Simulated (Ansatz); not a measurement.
# CH₄F₂OSSi: a ladder of functionals and wavefunction methods

One table from this session's results is given with a row withheld; the runs are named, their logs left out.

Computed with Ansatz 0.2.0, Gaussian basis. Level: functionals in def2-TZVPP, the program's frozen cores in correlated methods.

Plan: LDA (SPW92), PBE-D4, revPBE-D4, BLYP-D4, r2SCAN-D4, B97M-V, PBE0-D4, B3LYP-D4, r2SCANh-D4, r2SCAN0-D4, HSE06-D4, BHLYP-D4, CAM-B3LYP-D4, LC-ωPBE, ωB97X-V, ωB97M-V, B2PLYP, PBE-QIDH; CCSD(T)/def2-SVP; CCSD(T)/def2-TZVPP; MP2/def2-QZVPP; extrapolation to the limit; RPA on PBE.

### Structure used throughout

All runs share one geometry, relaxed beforehand with PBE0-D4 in a triple-zeta def2 set.

SMILES `CO[Si](F)(F)S`, 10 atoms, charge 0, spin multiplicity 1.

Atoms are counted from 1 here; the program's logs count them from 0.

Bond lengths: C1–O2 1.418 Å, C1–H7 1.093 Å, C1–H8 1.093 Å, C1–H9 1.090 Å, O2–Si3 1.608 Å, Si3–F4 1.586 Å, Si3–F5 1.582 Å, Si3–S6 2.095 Å, S6–H10 1.344 Å. Angles: O2–C1–H7 110.5°, O2–C1–H8 111.3°, O2–C1–H9 107.8°, H7–C1–H8 109.2°, H7–C1–H9 108.9°, H8–C1–H9 109.0°, C1–O2–Si3 126.3°, O2–Si3–F4 108.5°, O2–Si3–F5 112.4°, O2–Si3–S6 110.7°, F4–Si3–F5 105.3°, F4–Si3–S6 113.1°, F5–Si3–S6 106.7°, Si3–S6–H10 92.3°.

The first run:

Input file in.yaml:

```yaml
crystal:
  periodic: [false, false, false]
  atoms:
    - {symbol: C, position_ang: [-0.185097, -1.188406, 1.142119]}
    - {symbol: O, position_ang: [0.269659, 0.045285, 0.611103]}
    - {symbol: Si, position_ang: [-0.235359, 0.741902, -0.747574]}
    - {symbol: F, position_ang: [-0.346863, -0.370053, -1.872939]}
    - {symbol: F, position_ang: [-1.691141, 1.346177, -0.611615]}
    - {symbol: S, position_ang: [1.026929, 2.326451, -1.281911]}
    - {symbol: H, position_ang: [-1.168547, -1.067444, 1.603082]}
    - {symbol: H, position_ang: [-0.242928, -1.957007, 0.366998]}
    - {symbol: H, position_ang: [0.526461, -1.505077, 1.904545]}
    - {symbol: H, position_ang: [2.129987, 1.577074, -1.110908]}
basis:
  gaussian: {orbitals: def2-TZVPP}
hamiltonian: {xc: lda}
output: {orbitals: {seedname: orbitals}}
```

Among the steps run: LDA; PBE-D4 (GGA); revPBE-D4 (GGA); BLYP-D4 (GGA); r2SCAN-D4 (meta-GGA); B97M-V (meta-GGA); PBE0-D4 (hybrid); B3LYP-D4 (hybrid); r2SCANh-D4 (hybrid); r2SCAN0-D4 (hybrid); HSE06-D4 (hybrid); BHLYP-D4 (hybrid); CAM-B3LYP-D4 (range-separated); LC-ωPBE-D4 (range-separated; the results give it without D4); ωB97X-V (range-separated); ωB97M-V (range-separated); B2PLYP (double hybrid); PBE-QIDH (double hybrid).

One table of the session follows, with a row left open; its other results are not shown here.

It belongs to the step «Orbital energies across the functionals». 

```
  functional  HOMO (eV)  gap (eV)
 LDA (SPW92)      -6.93      6.04
      PBE-D4      -6.80      6.06
   revPBE-D4      -6.74      6.08
     BLYP-D4      -6.61      5.94
   r2SCAN-D4      -7.10      6.73
      B97M-V      -7.19      6.67
     PBE0-D4      -8.10      8.32
    B3LYP-D4      -7.81      7.74
  r2SCANh-D4      -7.58      7.55
  r2SCAN0-D4      -8.29      8.77
    HSE06-D4          ?         ?
    BHLYP-D4      -9.21     10.31
CAM-B3LYP-D4      -9.43     10.66
     LC-ωPBE     -10.88     13.44
     ωB97X-V     -10.49     12.85
     ωB97M-V     -10.31     12.37
```

**Question.** Estimate the row for HSE06-D4.

As computed: HOMO (eV): -7.69; gap (eV): 7.54. In the column «HOMO (eV)» it lies between B3LYP-D4 (-7.81) and r2SCANh-D4 (-7.58).
